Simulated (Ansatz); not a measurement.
# Ba3Hg: the cost of one run

Computed with Ansatz 0.2.0 (DFT PBEsol, scalar-relativistic, plane waves, PAW, unless a step's input says otherwise).

### Step 1. The starting structure

The structure is cubic, space group Pm-3m (No. 221). The conventional cell has a = 5.713 Å, b = 5.713 Å, c = 5.713 Å, α = 90.00°, β = 90.00°, γ = 90.00°. Ba (site symmetry 4/mmm) has 8 Ba at 4.04 Å and 4 Hg at 4.04 Å as nearest neighbours. Hg (site symmetry m-3m) is surrounded by 12 Ba at 4.04 Å.

As a file:

```cif
data_structure
_symmetry_space_group_name_H-M 'P 1'
_symmetry_Int_Tables_number 1
_cell_length_a 5.7132
_cell_length_b 5.7132
_cell_length_c 5.7132
_cell_angle_alpha 90.000
_cell_angle_beta 90.000
_cell_angle_gamma 90.000
_cell_volume 186.49
loop_
_atom_site_label
_atom_site_type_symbol
_atom_site_fract_x
_atom_site_fract_y
_atom_site_fract_z
_atom_site_occupancy
Ba1 Ba 0.50000 0.00000 0.00000 1
Ba2 Ba 0.00000 0.00000 0.50000 1
Ba3 Ba 0.00000 0.50000 0.00000 1
Hg1 Hg 0.50000 0.50000 0.50000 1
```

It was made, by the change told below, from a structure of the Materials Project.

### Step 2. One element swapped, cell strained: Ca → Ba, first probe

The structure above already holds this change against its source: Ba takes all sites of Ca, and lengths are scaled by 1.106 as a first guess of the size; strain xx, yy, zz, yz, xz, xy = +1.3, +1.3, +1.3, +0.0, +0.0, +0.0 %.

Input file input.yaml:

```yaml
crystal:
  lattice:
    - [5.7132488896, 0.0, 0.0]
    - [0.0, 5.7132488896, 0.0]
    - [0.0, 0.0, 5.7132488896]
  atoms:
    - { symbol: Ba, position: [0.5, 0.0, 0.0] }
    - { symbol: Ba, position: [0.0, 0.0, 0.5] }
    - { symbol: Ba, position: [0.0, 0.5, 0.0] }
    - { symbol: Hg, position: [0.5, 0.5, 0.5] }
basis:
  ecutwfc: 420
kpoints:
  mp_grid: { grid: [4, 4, 4] }
hamiltonian:
  xc: pbesol
scf:
  occupations: { method: gaussian, width: 0.1 }
output:
  forces: true
  stress: true
  eigenvalues: true
```

On the command line:

```bash
$ ansatz run input.yaml --threads 1 --pin off --max-ram 1331MiB --backend cpu --events-out ev --progress --plain --runs-dir out
```

What time and memory should one allow on 1 thread of an Arm CPU, shared host?

About 4.7 s, with a peak of 0.4 GiB.
